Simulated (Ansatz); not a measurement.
**C2H9BOSi: small, medium and large basis sets**

An exercise on one series of results from a longer session: the logs are not shown, and one member is left open.

Method: one geometry, several basis sets; program: Ansatz 0.2.0, Gaussian basis.

Plan: PBE0-D4/def2-SVP; ωB97M-V/def2-SVP; PBE0-D4/def2-QZVPP; ωB97M-V/def2-QZVPP; the functionals' def2-TZVPP values are taken from earlier runs.

## The relaxed structure

An earlier PBE0-D4 in a triple-zeta def2 set relaxation fixed the geometry.

SMILES `B[SiH](C)OC`, 14 atoms, charge 0, spin multiplicity 1.

Atoms are counted from 1 here; the program's logs count them from 0.

Bond lengths: B1–Si2 2.004 Å, B1–H6 1.198 Å, B1–H7 1.195 Å, Si2–C3 1.876 Å, Si2–O4 1.653 Å, Si2–H8 1.502 Å, C3–H9 1.093 Å, C3–H10 1.093 Å, C3–H11 1.093 Å, O4–C5 1.405 Å, C5–H12 1.092 Å, C5–H13 1.097 Å, C5–H14 1.098 Å. Angles: Si2–B1–H6 119.4°, Si2–B1–H7 123.5°, H6–B1–H7 117.2°, B1–Si2–C3 111.7°, B1–Si2–O4 109.5°, B1–Si2–H8 108.5°, C3–Si2–O4 111.3°, C3–Si2–H8 107.3°, O4–Si2–H8 108.4°, Si2–C3–H9 111.0°, Si2–C3–H10 111.5°, Si2–C3–H11 110.1°, H9–C3–H10 108.1°, H9–C3–H11 107.8°, H10–C3–H11 108.2°, Si2–O4–C5 122.6°, O4–C5–H12 108.5°, O4–C5–H13 111.7° and more.

Geometry (Å):

```mol
C2H9BOSi
  3D, bonds by distance, orders not assigned

 14 13  0  0  0  0  0  0  0  0999 V2000
   -0.4346    1.4707    1.9184 B   0  0
    0.1007    0.5590    0.2160 Si  0  0
    1.4929   -0.6674    0.4955 C   0  0
   -1.2193   -0.1737   -0.4576 O   0  0
   -1.1871   -0.7737   -1.7280 C   0  0
    0.3900    2.0688    2.5493 H   0  0
   -1.5496    1.4599    2.3492 H   0  0
    0.6074    1.5981   -0.7431 H   0  0
    1.7973   -1.1361   -0.4438 H   0  0
    1.1966   -1.4576    1.1893 H   0  0
    2.3657   -0.1576    0.9120 H   0  0
   -2.2064   -1.0469   -2.0083 H   0  0
   -0.5750   -1.6836   -1.7308 H   0  0
   -0.7916   -0.0891   -2.4893 H   0  0
  1  2  8  0
  2  3  8  0
  2  4  8  0
  4  5  8  0
  1  6  8  0
  1  7  8  0
  2  8  8  0
  3  9  8  0
  3 10  8  0
  3 11  8  0
  5 12  8  0
  5 13  8  0
  5 14  8  0
M  END
```

Set-up of the first run:

File in.yaml:

```yaml
crystal:
  periodic: [false, false, false]
  atoms:
    - {symbol: B, position_ang: [-0.434650, 1.470672, 1.918383]}
    - {symbol: Si, position_ang: [0.100742, 0.559037, 0.215998]}
    - {symbol: C, position_ang: [1.492875, -0.667432, 0.495494]}
    - {symbol: O, position_ang: [-1.219292, -0.173688, -0.457576]}
    - {symbol: C, position_ang: [-1.187061, -0.773659, -1.728048]}
    - {symbol: H, position_ang: [0.389952, 2.068789, 2.549334]}
    - {symbol: H, position_ang: [-1.549564, 1.459931, 2.349231]}
    - {symbol: H, position_ang: [0.607429, 1.598066, -0.743053]}
    - {symbol: H, position_ang: [1.797256, -1.136066, -0.443760]}
    - {symbol: H, position_ang: [1.196559, -1.457640, 1.189285]}
    - {symbol: H, position_ang: [2.365713, -0.157560, 0.911959]}
    - {symbol: H, position_ang: [-2.206403, -1.046879, -2.008302]}
    - {symbol: H, position_ang: [-0.574971, -1.683561, -1.730847]}
    - {symbol: H, position_ang: [-0.791585, -0.089109, -2.489300]}
basis:
  gaussian: {orbitals: def2-SVP}
hamiltonian: {xc: pbe0, dispersion: d4}
output: {orbitals: {seedname: orbitals}}
```

On the command line:

```bash
$ ansatz run in.yaml --threads 4 --pin off --events-out ev --progress --plain --max-ram 10444MiB
```

Steps of the session up to this table: PBE0-D4 in def2-SVP; ωB97M-V in def2-SVP; PBE0-D4 in def2-QZVPP; ωB97M-V in def2-QZVPP.

One of the session's tables, all rows but one given; the rest of the session is left out.

It belongs to the step «Functionals by basis». 

| functional | basis | HOMO (eV) | LUMO (eV) |
| --- | --- | --- | --- |
| PBE0-D4 | def2-SVP | ? | ? |
| PBE0-D4 | def2-TZVPP | -7.79 | -2.28 |
| PBE0-D4 | def2-QZVPP | -7.81 | -2.30 |
| ωB97M-V | def2-SVP | -9.94 | -0.15 |
| ωB97M-V | def2-TZVPP | -10.03 | -0.34 |
| ωB97M-V | def2-QZVPP | -10.05 | -0.39 |

Q: Estimate the row for PBE0-D4, def2-SVP from the others.

As computed: HOMO (eV): -7.68; LUMO (eV): -2.20. In the column «HOMO (eV)» it is the highest.
